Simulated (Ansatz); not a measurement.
Predict the output of the script below (Ansatz 0.2.0, Python API).

`scan_bh6nosi.py`
```python
import warnings

import ansatz as az
import numpy as np

GEOMETRY = """
N    -1.45490    0.98230   -0.43430
B    -0.12030    0.96670    0.17590
O     0.14600   -0.01220    1.20460
Si    0.90780   -1.36650    0.39440
H    -1.37550    0.91450   -1.49530
H    -1.87300    2.00550   -0.27990
H     0.73270    1.76110   -0.13520
H     1.19950   -2.40240    1.37530
H    -0.14640   -1.90260   -0.51110
H     2.06710   -0.99760   -0.29150
"""

warnings.simplefilter("ignore", az.DeckWarning)

bh6nosi = az.Crystal.molecule()
for line in GEOMETRY.strip().splitlines():
    symbol, *xyz = line.split()
    bh6nosi = bh6nosi.atom(symbol, [float(v) for v in xyz])

symbols = [site.symbol for site in bh6nosi.cartesian_sites]
start = np.array([site.position_ang for site in bh6nosi.cartesian_sites])
axis = (start[7] - start[3]) / np.linalg.norm(start[7] - start[3])
moving = [7]
lengths, energies = [1.24, 1.34, 1.46, 1.6, 1.82, 2.18, 2.62, 3.2], []
for length in lengths:
    xyz = start.copy()
    xyz[moving] += (length - np.linalg.norm(start[7] - start[3])) * axis
    point = az.Crystal.molecule()
    for symbol, place in zip(symbols, xyz):
        point = point.atom(symbol, place.tolist())
    model = (
        point.calculation()
        .basis(gaussian="6-31G*")
        .functional("CAM-B3LYP")
        .spin("collinear")
    )
    report = model.run(threads=1, pin="off").report
    energies.append(report["free_energy_ev"])
    print(f"r = {length:6.3f} A  E = {energies[-1]:.5f} eV  <S^2> = {abs(report['mean_field']['state']['spin_squared']):.3f}")

print("energy above the lowest point (eV):", [round(e - min(energies), 3) for e in energies])
```

```console
$ python scan_bh6nosi.py
r =  1.240 A  E = -12186.88179 eV  <S^2> = 0.000
r =  1.340 A  E = -12187.44629 eV  <S^2> = 0.000
r =  1.460 A  E = -12187.67048 eV  <S^2> = 0.000
r =  1.600 A  E = -12187.55453 eV  <S^2> = 0.000
r =  1.820 A  E = -12186.96780 eV  <S^2> = 0.000
r =  2.180 A  E = -12185.71401 eV  <S^2> = 0.000
r =  2.620 A  E = -12184.38781 eV  <S^2> = 0.333
r =  3.200 A  E = -12183.72350 eV  <S^2> = 0.838
energy above the lowest point (eV): [0.789, 0.224, 0.0, 0.116, 0.703, 1.956, 3.283, 3.947]
```

Total energies depend on the basis set; only differences at equal settings carry meaning. The rest of the molecule is held rigid at a force-field or estimated start geometry, and the basis set is modest; single-reference methods fail as a bond breaks. The expectation value of S² is noticeably off S(S+1) in at least one run, so that state is spin-contaminated. It ran for 48 s on 1 thread of Arm Neoverse V1, with other jobs on the host, peak memory 0.3 GiB.

(Lines on the test bed's own set-up are left out of the output.)
